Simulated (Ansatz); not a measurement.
Runs of Ansatz 0.2.0 on NaCu. Symmetry: P4/mmm, No. 123, tetragonal system. The conventional cell has a = 2.942 Å, b = 2.942 Å, c = 4.041 Å, α = 90.00°, β = 90.00°, γ = 90.00°. Around Na (site symmetry 4/mmm) lie 8 Cu at 2.90 Å and 4 Na at 2.94 Å. Around Cu (site symmetry 4/mmm) lie 8 Na at 2.90 Å and 4 Cu at 2.94 Å. The cell was built by a generator and needn't be a form met in nature.

```csv
level,cutoff (eV),gap on the mesh (eV),pressure (GPa)
RPBE,420,none,(b)
r2SCAN,500,none,1.3
revPBE,420,none,4.9
BLYP,420,none,4.7
PBEsol,420,none,0.7
LDA,420,none,(a)
```

Alike in all rows: task band structure; potentials or basis Ansatz PAW; no spin polarisation; cell as given; k mesh 9 × 9 × 7; smearing fermi-dirac 0.05 eV.

Task: Estimate the missing entries.

Result: (a) -1.9; (b) 5.4.

Caveats: the PAW data sets come from PBE, with cores solved anew for the run's functional, which leaves a small shift of forces and pressure.

A gap of «none» marks a metal or a gap under the smearing width.

Runs at the PBE level aren't shown here.
